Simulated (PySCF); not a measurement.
The system is ClBBrH, in a box.

```
Cl B Br H
1.0
    13.00000    0.00000    0.00000
     0.00000   11.00000    0.00000
     0.00000    0.00000   11.00000
Cl B Br H
1 1 1 1
Direct
  0.38137 0.43230 0.52240
  0.50225 0.49341 0.49826
  0.62063 0.42331 0.57045
  0.51198 0.58050 0.43573
```

Base run:

- Program: PySCF 2.14.0
- Functional: SCAN0
- Potentials or basis: pob-tzvp-rev2 (all-electron)
- k mesh: 1 × 1 × 1
- Occupations: fixed
- Spin: no spin polarisation

Its results: gap between the frontier levels 7.46 eV.

The run is repeated on the same cell with these changes: functional from SCAN0 to wB97X. What comes out?

Gap between the frontier levels 11.91 eV.

Caveats: this is a molecule in a periodic box at the Γ point, so its band gap is the HOMO-LUMO gap; relativity is left out, which matters for the heavier elements; the basis of atomic orbitals isn't converged, which shifts pressures, moduli and gaps.

